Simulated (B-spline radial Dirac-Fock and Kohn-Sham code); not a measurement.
# Inner shells of Zr⁷⁺

What does theory give for the Zr⁷⁺ ion? The session works out how cheaper methods do for the levels.

Method: a free atom or ion on a radial basis; each step names its model; computed with B-spline radial Dirac-Fock and Kohn-Sham code, version 5.

## (1) The system

Zirconium as Zr⁷⁺, configuration [Ar] 3d10 4s2 4p3.

```yaml
nuclear_charge: 40
electrons: 33
mass_number: 90
nuclear_rms_radius: 4.2694 fm
```

## (2) The levels by Dirac PBE

Model: Dirac-Kohn-Sham PBE, finite nucleus, spherical and without spin polarisation.

The item in task.json (cfg lists n, l and electrons):

```json
{
  "Z": 40,
  "q": 7,
  "cfg": [[1, 0, 2], [2, 0, 2], [2, 1, 6], [3, 0, 2], [3, 1, 6], [3, 2, 10], [4, 0, 2], [4, 1, 3]],
  "A": 90,
  "rrms": 4.2694,
  "tag": "ground",
  "do": ["pbe", "binding", "quiet"],
  "hv": [28.1, 42.6, 57.8, 65.7, 69.9, 144.0, 234.0, 311.0, 747.0, 1170.0, 1530.0, 2120.0, 3460.0, 6410.0, 6570.0, 17500.0, 22000.0, 23200.0, 40300.0, 47400.0, 50900.0, 54000.0, 98600.0, 147000.0],
  "s": [0, 0.05, 0.1, 0.15, 0.2, 0.25, 0.3, 0.35, 0.4, 0.45, 0.5, 0.6, 0.7, 0.8, 0.9, 1.0, 1.1, 1.2, 1.4, 1.6, 1.8, 2.0, 2.5, 3.0, 3.5, 4.0, 5.0, 6.0],
  "pz": [0, 0.1, 0.2, 0.3, 0.4, 0.5, 0.6, 0.8, 1.0, 1.2, 1.4, 1.6, 1.8, 2.0, 2.5, 3.0, 4.0, 5.0, 7.0, 10.0, 15.0, 20.0, 30.0, 40.0, 60.0, 100.0],
  "hv_scatter": [5000, 8047.8, 17479.3, 20000, 50000, 100000, 500000, 1000000],
  "holes": ["K", "L1", "L2", "L3", "M1", "M2", "M3", "M4", "M5", "N1", "N2", "N3", "N4", "N5", "N6", "N7"]
}
```

Started as:

```console
$ python xray_run.py task.json out
```

Q: Predict the outcome of this session. Wanted: Dirac PBE, K: eigenvalue / ΔSCF.

As calculated:

| quantity | value |
| --- | --- |
| Dirac PBE, K: eigenvalue / ΔSCF | 17926.2 / 18189.6 eV |

What this shows: Dirac PBE misses the K level by -1.1 % with its eigenvalue and by +0.4 % with ΔSCF, so total-energy differences mend most of the error. The Hartree-Fock and Dirac-Fock values hold no electron correlation.
